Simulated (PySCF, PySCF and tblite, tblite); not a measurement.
# C₇H₁₂O: a path driven as rotation about a bond, and NMR exchange, part 2 of 2

PySCF and tblite. Atoms count from 0. Earlier steps stand in the parts before.

### 9 Barriers, rates and exchange

The job: settings as JSON, then the geometry in Å.

```
{"job": {"smiles": "C=C(C=O)C(C)(C)C", "charge": 0, "mult": 1, "motion": "rotation", "what": "diene or enone", "atoms": [1, 2], "drives": [{"terms": [["t", [0, 1, 2, 3], 0.25], ["t", [0, 1, 2, 10], 0.25], ["t", [4, 1, 2, 3], 0.25], ["t", [4, 1, 2, 10], 0.25]], "by": 180, "n": 12}], "study": "path", "level": {"kind": "nmr", "xc": "PBE0", "basis": "pcSseg-1"}, "fields": [60, 300, 700], "first": 5, "seed": 32, "kind": "path"}, "charge": 0, "multiplicity": 1}
C      1.802862    -0.524616     1.067669
C      1.072152    -0.035631     0.064265
C      1.815077     0.516916    -1.084228
O      1.359169     1.004499    -2.086483
C     -0.444337    -0.011131     0.028089
C     -0.921395    -0.814193    -1.189703
C     -0.911162     1.445734    -0.095163
C     -1.058993    -0.619857     1.290875
H      2.880722    -0.509415     1.026117
H      1.375940    -0.952759     1.956164
H      2.914295     0.446642    -0.950095
H     -2.008330    -0.822883    -1.223865
H     -0.551392    -0.373255    -2.110196
H     -0.569194    -1.842329    -1.127819
H     -0.540088     1.892272    -1.012503
H     -0.552875     2.031853     0.749257
H     -1.997864     1.485958    -0.107108
H     -0.759276    -0.066044     2.177655
H     -0.766998    -1.661313     1.405007
H     -2.143462    -0.579769     1.219030
```

The log of the run:

```text
stationary points (kcal/mol above the start)
  n  kind          group   xTB      DFT    lowest mode
  0  minimum      Cs       0.00     0.00      69.4
  1  saddle       C1       4.04     8.30     -87.1
  2  minimum      Cs       0.97     2.91      38.4

GFN2-xTB energies: T/K, barrier G, reaction G (kcal/mol), k forward, k back (1/s)
 150.00     3.53     0.70   4.44e+07   4.57e+08
 200.00     3.58     0.65   1.03e+09   5.26e+09
 250.00     3.63     0.60   6.96e+09   2.33e+10
 298.15     3.70     0.56   2.42e+10   6.19e+10
 350.00     3.78     0.51   6.34e+10   1.32e+11
 400.00     3.87     0.47   1.28e+11    2.3e+11
 500.00     4.09     0.39   3.41e+11   5.06e+11

PBE0/pcSseg-1 + D3(BJ) energies: T/K, barrier G, reaction G (kcal/mol), k forward, k back (1/s)
 150.00     7.80     2.64       27.3    1.9e+05
 200.00     7.84     2.59   2.27e+04   1.53e+07
 250.00     7.89     2.54   1.31e+06   2.18e+08
 298.15     7.96     2.50   1.81e+07   1.23e+09
 350.00     8.04     2.45   1.38e+08    4.7e+09
 400.00     8.14     2.41   5.98e+08   1.24e+10
 500.00     8.35     2.33   4.68e+09   4.89e+10
```

Wall time 58 s (1 thread of AMD EPYC 9R45, shared host); peak memory 0.94 GiB. This counts the whole study up to here.

Barriers by level (kcal/mol; entropies in cal/(mol K)). Zero-point and thermal terms come from xTB in every row. ΔG‡ leaves symmetry out; the rate counts equivalent paths (a factor of 2); effective ΔG‡, where given, is the barrier that would give that rate by Eyring's equation alone:

```
                 level   ΔE‡  with zero-point   ΔH‡   ΔS‡  ΔG‡ (298 K)  ΔE of reaction  k at 298 K (1/s)  effective ΔG‡
              GFN2-xTB  4.04             3.50  3.22  -1.6         3.70            0.97           2.4e+10           3.29
PBE0/pcSseg-1 + D3(BJ)  8.30             7.77  7.48  -1.6         7.96            2.91           1.8e+07           7.55
```

Sites that the driver pairs across this motion, and where their lines would merge (no couplings; faster rotations, inversion at nitrogen or exchange between molecules can average them sooner):

```
nucleus        sites: shielding (ppm)  proton frequency (MHz)  spread (Hz)  coalescence (K)  lines at 298 K
    13C      C0: 44.8; C0 (end): 57.3                     700         2193        not given               –
    13C      C1: 19.8; C1 (end): 27.9                     700         1426        not given               –
    17O  O3: -347.3; O3 (end): -332.4                     700         1415        not given               –
    13C     C2: -13.1; C2 (end): -7.7                     700          948        not given               –
     1H    H9: 25.04; H9 (end): 26.00                     700          673        not given               –
     1H    H8: 25.61; H8 (end): 24.87                     700          518        not given               –
     1H  H10: 21.91; H10 (end): 21.51                     700          279        not given               –
    13C    C4: 149.6; C4 (end): 150.9                     700          227        not given               –
```

A dash: the driver gave no coalescence for this row (it judged the minor form too scarce).

Rows that set an atom against itself at the end compare its shielding in the two forms.

Lines of quadrupolar nuclei are broad, so their coalescence could hardly be seen.

### 10 Shieldings, start: PBE0/6-311G**

The job: settings as JSON, then the geometry in Å.

```
{"job": {"kind": "nmr", "xc": "PBE0", "basis": "6-311G**", "pop": false}, "charge": 0, "multiplicity": 1}
C      1.802862    -0.524616     1.067669
C      1.072152    -0.035631     0.064265
C      1.815077     0.516916    -1.084228
O      1.359169     1.004499    -2.086483
C     -0.444337    -0.011131     0.028089
C     -0.921395    -0.814193    -1.189703
C     -0.911162     1.445734    -0.095163
C     -1.058993    -0.619857     1.290875
H      2.880722    -0.509415     1.026117
H      1.375940    -0.952759     1.956164
H      2.914295     0.446642    -0.950095
H     -2.008330    -0.822883    -1.223865
H     -0.551392    -0.373255    -2.110196
H     -0.569194    -1.842329    -1.127819
H     -0.540088     1.892272    -1.012503
H     -0.552875     2.031853     0.749257
H     -1.997864     1.485958    -0.107108
H     -0.759276    -0.066044     2.177655
H     -0.766998    -1.661313     1.405007
H     -2.143462    -0.579769     1.219030
```

The log of the run:

```text
coarse grid: 16128 points
cycle   1  E = -348.6925016597  dE =  9.708e-01  |g| = 8.296e-01  |ddm| = 3.394e+00
cycle   2  E = -348.2742810650  dE =  4.182e-01  |g| = 1.665e+00  |ddm| = 2.728e+00
cycle   3  E = -348.8280423685  dE = -5.538e-01  |g| = 2.208e-01  |ddm| = 2.196e+00
cycle   4  E = -348.8389765725  dE = -1.093e-02  |g| = 6.691e-02  |ddm| = 2.432e-01
cycle   5  E = -348.8399444040  dE = -9.678e-04  |g| = 1.904e-02  |ddm| = 7.301e-02
cycle   6  E = -348.8400221355  dE = -7.773e-05  |g| = 7.061e-03  |ddm| = 1.814e-02
cycle   7  E = -348.8400335461  dE = -1.141e-05  |g| = 2.394e-03  |ddm| = 7.267e-03
cycle   8  E = -348.8400347680  dE = -1.222e-06  |g| = 6.113e-04  |ddm| = 2.596e-03
final grid: 154128 points
cycle   9  E = -348.8385196311  dE = -8.132e-05  |g| = 1.251e-02  |ddm| = 5.649e-02
cycle  10  E = -348.8384602484  dE =  5.938e-05  |g| = 2.136e-02  |ddm| = 2.890e-02
cycle  11  E = -348.8385512668  dE = -9.102e-05  |g| = 3.725e-03  |ddm| = 2.093e-02
cycle  12  E = -348.8385540042  dE = -2.737e-06  |g| = 3.810e-04  |ddm| = 3.306e-03
cycle  13  E = -348.8385540305  dE = -2.629e-08  |g| = 2.206e-04  |ddm| = 6.201e-04
cycle  14  E = -348.8385540413  dE = -1.080e-08  |g| = 5.895e-05  |ddm| = 1.892e-04
cycle  15  E = -348.8385540421  dE = -7.394e-10  |g| = 2.486e-05  |ddm| = 6.537e-05
converged SCF energy = -348.8385540421

GIAO shielding tensors (ppm)
atom      isotropic    diamagn.    paramagn.     s11        s22        s33       span
  0 C       50.660     253.037    -202.377    -62.107     45.089    168.998    231.105
  1 C       24.945     262.082    -237.137    -85.930     10.134    150.631    236.561
  2 C       -6.941     245.440    -252.381    -87.357    -12.098     78.633    165.990
  3 O     -334.812     401.323    -736.135   -974.367   -384.724    354.655   1329.022
  4 C      151.547     240.273     -88.726    144.350    154.830    155.461     11.111
  5 C      162.264     247.699     -85.435    145.343    150.216    191.232     45.888
  6 C      162.267     247.695     -85.428    145.331    150.223    191.247     45.915
  7 C      158.895     247.757     -88.862    144.952    146.774    184.960     40.009
  8 H       25.987      31.603      -5.615     22.953     26.206     28.803      5.850
  9 H       25.406      32.779      -7.373     19.961     24.488     31.770     11.809
 10 H       22.042      27.962      -5.920     20.014     21.730     24.382      4.368
 11 H       31.191      32.105      -0.914     27.756     29.026     36.790      9.035
 12 H       29.562      31.839      -2.277     24.231     29.077     35.378     11.147
 13 H       31.444      31.795      -0.350     27.746     29.233     37.354      9.608
 14 H       29.563      31.838      -2.275     24.230     29.079     35.379     11.149
 15 H       31.445      31.794      -0.349     27.745     29.234     37.356      9.611
 16 H       31.190      32.103      -0.913     27.759     29.021     36.790      9.032
 17 H       30.885      32.495      -1.610     27.630     28.384     36.642      9.013
 18 H       30.885      32.493      -1.608     27.631     28.382     36.644      9.013
 19 H       31.029      32.061      -1.032     27.508     29.567     36.012      8.504
```

It took 17 s on 1 thread of AMD EPYC 9R45, shared host; peak memory 0.96 GiB.

This run: HOMO -7.30 eV, LUMO -1.64 eV; dipole 2.70 D.

### 11 Single-point energy, saddle of leg 1: PBE0/6-311G**

The job: settings as JSON, then the geometry in Å.

```
{"job": {"kind": "sp", "xc": "PBE0", "basis": "6-311G**", "pop": false}, "charge": 0, "multiplicity": 1}
C      1.812451    -0.222502     1.190195
C      1.079636     0.001017     0.110660
C      1.775187     0.351077    -1.158731
O      2.212347     1.430107    -1.446405
C     -0.436737    -0.037926     0.033119
C     -0.870699    -0.800620    -1.225320
C     -0.926867     1.413981    -0.055455
C     -1.054233    -0.709204     1.260456
H      2.886453    -0.140460     1.157469
H      1.388294    -0.500981     2.137990
H      1.885717    -0.508813    -1.854711
H     -1.955762    -0.872979    -1.257097
H     -0.539656    -0.288149    -2.125770
H     -0.461018    -1.808770    -1.224300
H     -0.488789     1.918323    -0.913515
H     -0.646565     1.962611     0.840722
H     -2.009895     1.437796    -0.154258
H     -0.841830    -0.143543     2.163557
H     -0.673791    -1.721033     1.379115
H     -2.134244    -0.759934     1.142279
```

The log of the run:

```text
coarse grid: 16128 points
cycle   1  E = -348.6762272349  dE =  9.764e-01  |g| = 8.418e-01  |ddm| = 3.402e+00
cycle   2  E = -348.2919670647  dE =  3.843e-01  |g| = 1.648e+00  |ddm| = 1.955e+00
cycle   3  E = -348.8161000804  dE = -5.241e-01  |g| = 2.111e-01  |ddm| = 1.479e+00
cycle   4  E = -348.8260468166  dE = -9.947e-03  |g| = 6.528e-02  |ddm| = 2.181e-01
cycle   5  E = -348.8268887133  dE = -8.419e-04  |g| = 2.486e-02  |ddm| = 6.630e-02
cycle   6  E = -348.8270263216  dE = -1.376e-04  |g| = 6.522e-03  |ddm| = 2.068e-02
cycle   7  E = -348.8270356611  dE = -9.340e-06  |g| = 1.995e-03  |ddm| = 5.541e-03
final grid: 154128 points
cycle   8  E = -348.8250964089  dE = -8.220e-05  |g| = 1.442e-02  |ddm| = 5.469e-02
cycle   9  E = -348.8250169914  dE =  7.942e-05  |g| = 2.488e-02  |ddm| = 2.739e-02
cycle  10  E = -348.8251375945  dE = -1.206e-04  |g| = 3.907e-03  |ddm| = 1.844e-02
cycle  11  E = -348.8251406641  dE = -3.070e-06  |g| = 4.318e-04  |ddm| = 2.622e-03
cycle  12  E = -348.8251406924  dE = -2.831e-08  |g| = 2.771e-04  |ddm| = 5.649e-04
cycle  13  E = -348.8251407106  dE = -1.811e-08  |g| = 6.709e-05  |ddm| = 2.613e-04
cycle  14  E = -348.8251407116  dE = -1.004e-09  |g| = 2.366e-05  |ddm| = 7.244e-05
cycle  15  E = -348.8251407117  dE = -1.279e-10  |g| = 3.008e-06  |ddm| = 1.785e-05
converged SCF energy = -348.8251407117
```

Run time: 9.3 s. Hardware: 1 thread of AMD EPYC 9R45, shared host; peak memory 0.74 GiB.

Key values: HOMO -7.24 eV, LUMO -0.72 eV; dipole 2.66 D.

### 12 Shieldings, end: PBE0/6-311G**

The job: settings as JSON, then the geometry in Å.

```
{"job": {"kind": "nmr", "xc": "PBE0", "basis": "6-311G**", "pop": false}, "charge": 0, "multiplicity": 1}
C      1.812415    -0.335273     1.140475
C      1.072521     0.051437     0.100360
C      1.799157     0.606390    -1.060454
O      2.992599     0.764640    -1.115051
C     -0.439505    -0.037770     0.016607
C     -0.827344    -0.951758    -1.154199
C     -1.016708     1.368298    -0.198588
C     -1.042533    -0.615570     1.300065
H      2.884287    -0.225597     1.090053
H      1.410190    -0.757808     2.042585
H      1.167043     0.883824    -1.923888
H     -1.909509    -1.050219    -1.203550
H     -0.480649    -0.557721    -2.105480
H     -0.397306    -1.941710    -1.017385
H     -0.668606     1.809028    -1.128657
H     -0.725950     2.023760     0.619639
H     -2.102932     1.321219    -0.232609
H     -0.800242     0.007087     2.157748
H     -0.680593    -1.624872     1.479807
H     -2.125507    -0.657010     1.207899
```

The log of the run:

```text
coarse grid: 16128 points
cycle   1  E = -348.6851489935  dE =  9.683e-01  |g| = 8.386e-01  |ddm| = 3.386e+00
cycle   2  E = -348.2876487852  dE =  3.975e-01  |g| = 1.654e+00  |ddm| = 2.681e+00
cycle   3  E = -348.8235027275  dE = -5.359e-01  |g| = 2.167e-01  |ddm| = 2.117e+00
cycle   4  E = -348.8339815768  dE = -1.048e-02  |g| = 6.501e-02  |ddm| = 2.480e-01
cycle   5  E = -348.8348749043  dE = -8.933e-04  |g| = 2.101e-02  |ddm| = 7.457e-02
cycle   6  E = -348.8349686762  dE = -9.377e-05  |g| = 6.533e-03  |ddm| = 1.792e-02
cycle   7  E = -348.8349777723  dE = -9.096e-06  |g| = 2.485e-03  |ddm| = 6.355e-03
final grid: 154128 points
cycle   8  E = -348.8336745313  dE = -9.155e-05  |g| = 1.502e-02  |ddm| = 7.338e-02
cycle   9  E = -348.8335823168  dE =  9.221e-05  |g| = 2.626e-02  |ddm| = 3.580e-02
cycle  10  E = -348.8337201736  dE = -1.379e-04  |g| = 4.001e-03  |ddm| = 2.551e-02
cycle  11  E = -348.8337233084  dE = -3.135e-06  |g| = 5.096e-04  |ddm| = 3.239e-03
cycle  12  E = -348.8337233475  dE = -3.902e-08  |g| = 3.370e-04  |ddm| = 7.018e-04
cycle  13  E = -348.8337233749  dE = -2.749e-08  |g| = 7.849e-05  |ddm| = 3.255e-04
cycle  14  E = -348.8337233764  dE = -1.424e-09  |g| = 2.448e-05  |ddm| = 8.449e-05
cycle  15  E = -348.8337233765  dE = -1.361e-10  |g| = 3.255e-06  |ddm| = 1.866e-05
converged SCF energy = -348.8337233765

GIAO shielding tensors (ppm)
atom      isotropic    diamagn.    paramagn.     s11        s22        s33       span
  0 C       63.103     252.307    -189.204    -41.586     49.494    181.401    222.987
  1 C       32.633     259.981    -227.348    -84.002     33.083    148.819    232.821
  2 C       -1.059     248.276    -249.335    -91.252    -13.540    101.614    192.866
  3 O     -323.785     392.356    -716.141   -957.151   -416.773    402.568   1359.719
  4 C      152.759     240.333     -87.574    144.963    156.501    156.811     11.849
  5 C      161.305     246.972     -85.667    144.371    150.284    189.260     44.888
  6 C      161.562     246.991     -85.429    145.159    150.300    189.229     44.070
  7 C      159.639     247.246     -87.608    147.060    147.466    184.390     37.330
  8 H       25.274      31.538      -6.264     23.517     23.844     28.460      4.943
  9 H       26.422      32.841      -6.418     22.531     24.882     31.854      9.323
 10 H       21.704      30.252      -8.548     19.542     19.731     25.840      6.298
 11 H       30.927      31.609      -0.682     27.491     28.880     36.408      8.917
 12 H       30.331      31.449      -1.118     25.986     28.515     36.492     10.505
 13 H       31.132      31.236      -0.105     27.235     28.876     37.284     10.050
 14 H       30.360      31.438      -1.078     25.979     28.577     36.522     10.543
 15 H       31.147      31.228      -0.081     27.278     28.850     37.312     10.034
 16 H       30.947      31.607      -0.660     27.504     28.906     36.430      8.926
 17 H       30.780      32.222      -1.442     27.531     28.299     36.510      8.978
 18 H       30.762      32.240      -1.478     27.521     28.285     36.482      8.961
 19 H       31.051      31.882      -0.832     27.547     29.513     36.092      8.544
```

It took 18 s on 1 thread of AMD EPYC 9R45, shared host; peak memory 0.96 GiB.

Key values: HOMO -7.26 eV, LUMO -1.64 eV; dipole 3.02 D.

### 13 Second level: PBE0/6-311G** + D3(BJ)

The job, as its differences from that of step 9:

```diff
@@ -1,2 +1,2 @@
-{"job": {"smiles": "C=C(C=O)C(C)(C)C", "charge": 0, "mult": 1, "motion": "rotation", "what": "diene or enone", "atoms": [1, 2], "drives": [{"terms": [["t", [0, 1, 2, 3], 0.25], ["t", [0, 1, 2, 10], 0.25], ["t", [4, 1, 2, 3], 0.25], ["t", [4, 1, 2, 10], 0.25]], "by": 180, "n": 12}], "study": "path", "level": {"kind": "nmr", "xc": "PBE0", "basis": "pcSseg-1"}, "fields": [60, 300, 700], "first": 5, "seed": 32, "kind": "path"}, "charge": 0, "multiplicity": 1}
+{"job": {"smiles": "C=C(C=O)C(C)(C)C", "charge": 0, "mult": 1, "motion": "rotation", "what": "diene or enone", "atoms": [1, 2], "drives": [{"terms": [["t", [0, 1, 2, 3], 0.25], ["t", [0, 1, 2, 10], 0.25], ["t", [4, 1, 2, 3], 0.25], ["t", [4, 1, 2, 10], 0.25]], "by": 180, "n": 12}], "study": "path", "level": {"kind": "nmr", "xc": "PBE0", "basis": "6-311G**", "wide": true}, "fields": [60, 300, 700], "first": 5, "seed": 32, "kind": "pathvar"}, "charge": 0, "multiplicity": 1}
 C      1.802862    -0.524616     1.067669
```

The log of the run:

```text
stationary points (kcal/mol above the start)
  n  kind          group   xTB      DFT    lowest mode
  0  minimum      Cs       0.00     0.00      69.4
  1  saddle       C1       4.04     8.44     -87.1
  2  minimum      Cs       0.97     3.13      38.4

GFN2-xTB energies: T/K, barrier G, reaction G (kcal/mol), k forward, k back (1/s)
 150.00     3.53     0.70   4.44e+07   4.57e+08
 200.00     3.58     0.65   1.03e+09   5.26e+09
 250.00     3.63     0.60   6.96e+09   2.33e+10
 298.15     3.70     0.56   2.42e+10   6.19e+10
 350.00     3.78     0.51   6.34e+10   1.32e+11
 400.00     3.87     0.47   1.28e+11    2.3e+11
 500.00     4.09     0.39   3.41e+11   5.06e+11

PBE0/pcSseg-1 + D3(BJ) energies: T/K, barrier G, reaction G (kcal/mol), k forward, k back (1/s)
 150.00     7.80     2.64       27.3    1.9e+05
 200.00     7.84     2.59   2.27e+04   1.53e+07
 250.00     7.89     2.54   1.31e+06   2.18e+08
 298.15     7.96     2.50   1.81e+07   1.23e+09
 350.00     8.04     2.45   1.38e+08    4.7e+09
 400.00     8.14     2.41   5.98e+08   1.24e+10
 500.00     8.35     2.33   4.68e+09   4.89e+10

PBE0/6-311G** + D3(BJ) energies: T/K, barrier G, reaction G (kcal/mol), k forward, k back (1/s)
 150.00     7.94     2.86       17.1    2.5e+05
 200.00     7.98     2.81   1.59e+04   1.88e+07
 250.00     8.04     2.77   9.85e+05   2.57e+08
 298.15     8.10     2.72   1.43e+07   1.41e+09
 350.00     8.19     2.68   1.13e+08    5.3e+09
 400.00     8.28     2.63   5.01e+08   1.38e+10
 500.00     8.49     2.56   4.06e+09   5.32e+10
```

Wall time 1.7 min (1 thread of AMD EPYC 9R45, shared host); peak memory 0.96 GiB. This counts the runs that the step sums up.

Barriers by level (kcal/mol; entropies in cal/(mol K)). Zero-point and thermal terms come from xTB in every row. ΔG‡ leaves symmetry out; the rate counts equivalent paths (a factor of 2); effective ΔG‡, where given, is the barrier that would give that rate by Eyring's equation alone:

```
                 level   ΔE‡  with zero-point   ΔH‡   ΔS‡  ΔG‡ (298 K)  ΔE of reaction  k at 298 K (1/s)  effective ΔG‡
              GFN2-xTB  4.04             3.50  3.22  -1.6         3.70            0.97           2.4e+10           3.29
PBE0/pcSseg-1 + D3(BJ)  8.30             7.77  7.48  -1.6         7.96            2.91           1.8e+07           7.55
PBE0/6-311G** + D3(BJ)  8.44             7.91  7.62  -1.6         8.10            3.13           1.4e+07           7.69
```

### 14 Results

The summary covers parts 1 to 2.

| quantity | value |
| --- | --- |
| barrier (PBE0/pcSseg-1 + D3(BJ)) | ΔE‡ 8.3, ΔG‡(298 K) 8.0 kcal/mol |
| barrier (GFN2-xTB) | ΔE‡ 4.0 kcal/mol |
| rate at 298 K | 1.8e+07 s⁻¹ |
| end of the path | 2.9 kcal/mol from the start |

DFT puts the top 8.3 kcal/mol above the start (xTB: 4.0); the rate from the DFT barrier is 1.8e+07 s⁻¹ at 298 K. An error of 1.4 kcal/mol changes that rate tenfold. PBE0/6-311G** + D3(BJ) moves the barrier from 8.3 to 8.4 kcal/mol.
